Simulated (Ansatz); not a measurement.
**MgI2 (1T (CdI2) bulk type): from bands to localised orbitals**

Aim: build maximally localised Wannier functions for MgI2 (1T (CdI2) bulk type) from several sets of trial orbitals, and check spreads and centres, and how well the models interpolate the bands. Plan: PBE, anion s p, 6×6×4; PBE, anion s p, 6×6×2; PBE, anion p, 6×6×4; PBE, cation s and anion p, disentangled, 6×6×4; r2SCAN, anion s p, 6×6×4; r2SCAN, cation s and anion p, disentangled, 6×6×4; r2SCAN, anion p, 6×6×4; HSE06, anion s p, 6×6×4; HSE06, anion p, 6×6×4 (level, trial orbitals, Wannier mesh).

Program: Ansatz 0.2.0. Level of theory: plane waves, PAW. These are calculated values, not measurements.

3 further runs of the same task are left out: 3 that didn't finish.

### Step 1. The system as given

It takes space group P-3m1 (No. 164, trigonal). Conventional cell: a = 4.157 Å, b = 4.157 Å, c = 6.873 Å, α = 90.00°, β = 90.00°, γ = 120.00°. Mg (site symmetry -3m) is surrounded by 6 I at 2.92 Å. Around I (site symmetry 3m) lie 3 Mg at 2.92 Å.

Structure file:

```cif
data_structure
_symmetry_space_group_name_H-M 'P 1'
_symmetry_Int_Tables_number 1
_cell_length_a 4.1572
_cell_length_b 4.1572
_cell_length_c 6.8733
_cell_angle_alpha 90.000
_cell_angle_beta 90.000
_cell_angle_gamma 120.000
_cell_volume 102.87
loop_
_atom_site_label
_atom_site_type_symbol
_atom_site_fract_x
_atom_site_fract_y
_atom_site_fract_z
_atom_site_occupancy
Mg1 Mg 0.00000 0.00000 0.00000 1
I1 I 0.33333 0.66667 0.24262 1
I2 I 0.66667 0.33333 0.75738 1
```

The cell was relaxed beforehand with r2SCAN+rVV10; those runs aren't shown. No run includes spin-orbit coupling, which matters for I.

### Step 2. PBE, anion s p, 6×6×4

Input file input.yaml:

```yaml
crystal:
  lattice:
    - [4.1572130612, 0.0, 0.0]
    - [-2.0786065306, 3.6002521199, 0.0]
    - [0.0, 0.0, 6.8733253065]
  atoms:
    - { symbol: Mg, position: [0.0, 0.0, 0.0] }
    - { symbol: I, position: [0.3333333333, 0.6666666667, 0.24262209] }
    - { symbol: I, position: [0.6666666667, 0.3333333333, 0.75737791] }
kpoints:
  mp_grid: { grid: [6, 6, 4] }
  band_path:
    path:
      - [[0.0, 0.0, 0.0], [0.5, 9.478095541325e-18, 2.702343517115e-18], [0.3333333333333, 0.3333333333333, 1.801562344743e-18], [0.0, 0.0, 0.0], [3.30133511612e-35, 2.033817551571e-35, 0.5], [0.5, 9.230977676725e-18, 0.5], [0.3333333333333, 0.3333333333333, 0.5], [3.30133511612e-35, 2.033817551571e-35, 0.5]]
      - [[0.5, 9.230977676725e-18, 0.5], [0.5, 9.478095541325e-18, 2.702343517115e-18]]
      - [[0.3333333333333, 0.3333333333333, 0.5], [0.3333333333333, 0.3333333333333, 1.801562344743e-18]]
    npoints: 10
hamiltonian:
  xc: pbe
scf:
  occupations: { method: fixed }
  n_extra_bands: 6
output:
  forces: false
  stress: false
  eigenvalues: true
  wannier:
    kmesh: [6, 6, 4]
    projections: [{ species: I, l: s, shell: 5 }, { species: I, l: p, shell: 5 }]
    minimise: true
    write_hr: true
    conv_tol: 1.0e-08
    max_iter: 3000
```

The run is started by

```bash
$ ansatz run input.yaml --threads 4 --pin off --max-ram 3686MiB --backend cpu --events-out ev --progress --plain --runs-dir out
```

After this run come: PBE, anion s p, 6×6×2; PBE, anion p, 6×6×4; PBE, cation s and anion p, disentangled, 6×6×4; r2SCAN, anion s p, 6×6×4; r2SCAN, cation s and anion p, disentangled, 6×6×4; r2SCAN, anion p, 6×6×4; HSE06, anion s p, 6×6×4; HSE06, anion p, 6×6×4.

**Question.** What will the summary of the whole plan be? Wanted: total spread, PBE, anion s p, 6×6×4; total spread, PBE, anion s p, 6×6×2; total spread, PBE, anion p, 6×6×4; total spread, PBE, cation s and anion p, disentangled, 6×6×4; total spread, r2SCAN, anion s p, 6×6×4; total spread, r2SCAN, cation s and anion p, disentangled, 6×6×4; total spread, r2SCAN, anion p, 6×6×4; total spread, HSE06, anion s p, 6×6×4; total spread, HSE06, anion p, 6×6×4.

The runs gave:

```
                                                       quantity                                 value
                            total spread, PBE, anion s p, 6×6×4             13.47 Å² over 8 functions
                            total spread, PBE, anion s p, 6×6×2             13.14 Å² over 8 functions
                              total spread, PBE, anion p, 6×6×4             14.01 Å² over 6 functions
   total spread, PBE, cation s and anion p, disentangled, 6×6×4             19.32 Å² over 7 functions
                         total spread, r2SCAN, anion s p, 6×6×4             13.11 Å² over 8 functions
total spread, r2SCAN, cation s and anion p, disentangled, 6×6×4             19.30 Å² over 7 functions
                           total spread, r2SCAN, anion p, 6×6×4             13.64 Å² over 6 functions
                          total spread, HSE06, anion s p, 6×6×4             13.13 Å² over 8 functions
                            total spread, HSE06, anion p, 6×6×4             13.68 Å² over 6 functions
                                       centres of the first set  0.50 to 0.69 Å from the nearest atom
```

In words: With PBE, anion s p, 6×6×4 the 8 functions move off the atoms, with a mean spread of 1.68 Å²; 85 % of the total is gauge invariant. On one set and mesh the functional gives 13.47 (PBE), 13.11 (r2SCAN), 13.13 (HSE06) Å². The disentangled models miss some band by up to 0.5 eV, which may lie outside their frozen windows.
